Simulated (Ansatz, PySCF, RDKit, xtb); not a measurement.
# Solving ZnAlH2BrO, step by step

Task: start from the formula ZnAlH2BrO, draw up candidate structures, narrow them down in stages, and characterise the one that lies lowest at 200 K.

Plan: many cheap relaxations first (GFN2-xTB), then density-functional screening, relaxation at PBE0-D3(BJ)/pcseg-1, vibrations and a final energy. The numbers are computed, not measured.

## (1) Possible bonding patterns

All bonding patterns within simple valence rules are listed by program: one Lewis structure each, at most two rings and one unusual centre or charged pair. O–O, O–halogen and N–halogen bonds and N–N–N chains are not drawn. That gives 11 candidates.

```csv
label,SMILES,spin
c008,[OH][AlH][Zn][Br],singlet
c069,[Br][Al@@H-]1[OH+][Zn]1,singlet
c102,[Br][Al]1[OH+][ZnH-]1,singlet
c116,[OH][Zn-]([AlH+])[Br],singlet
c127,[ZnH][O][AlH][Br],singlet
c164,[Br][Zn-]1[OH+][AlH]1,singlet
c252,[OH][Al+][ZnH-][Br],singlet
c310,[OH][ZnH-][Al+][Br],singlet
c322,[AlH2][O][Zn][Br],singlet
c711,[OH][Al]([ZnH])[Br],singlet
c754,[OH][Zn][AlH][Br],singlet
```

Candidates are built by distance geometry, with a force field where one applies, in up to four conformers (letters a to d). 16 starts with atoms placed at random are added, to find patterns that the rules miss.

**Question.** With final energies at CCSD(T)/def2-SVP + MP2/def2-TZVPP - MP2/def2-SVP, which structure will this search put lowest in free energy, and by what margin?

| quantity | value |
| --- | --- |
| lowest structure found | [ZnH][O][AlH][Br], singlet, Cs |
| next finalist | [OH][AlH]([Zn])[Br] ‡, singlet, 7.1 kcal/mol higher in G |
| share at equilibrium, among the finalists | 100.0 % |
| harmonic wavenumbers, lowest and highest (PBE0-D3(BJ)/pcseg-1) | 26 and 2001 cm⁻¹ |
| rotational constants, same geometry | 0.1782, 0.0238, 0.021 cm⁻¹ |
| dipole moment (PBE0/def2-TZVPD) | 1.78 D |
| HOMO energy (PBE0/def2-TZVPD) | -8.29 eV |
| LUMO energy (PBE0/def2-TZVPD) | -0.89 eV |
| HOMO–LUMO gap (PBE0/def2-TZVPD) | 7.40 eV |
| lowest excitation (TD-PBE0/def2-SVPD) | 6.17 eV (f = 0.000) |
| strongest of the states computed, same level | 6.68 eV (f = 0.103) |
| lowest triplet excitation, same level, Tamm-Dancoff | 5.98 eV |
| vertical electron affinity | -0.32 eV (unbound: the value depends on the basis) |

The search ends on `[ZnH][O][AlH][Br]`. Among the finalists first place is clear (7.1 kcal/mol); structures outside the list aren't covered. PBE0-D3(BJ)/pcseg-1, HF/def2-SVP and MP2/def2-SVP already put its bonding pattern lowest among the structures in one piece. 3 minima inside the window were never screened. Lowest found is not proven lowest: the search is finite, and each finalist counts with one conformer. Patterns outside the rules of the enumeration were met only by chance. The lowest isomer need not be the one that is made and kept in a bottle, which depends on barriers.

‡ marks the bonded skeleton alone, with all bonds drawn single: no Lewis structure was assigned that passes a check against the bond lengths.
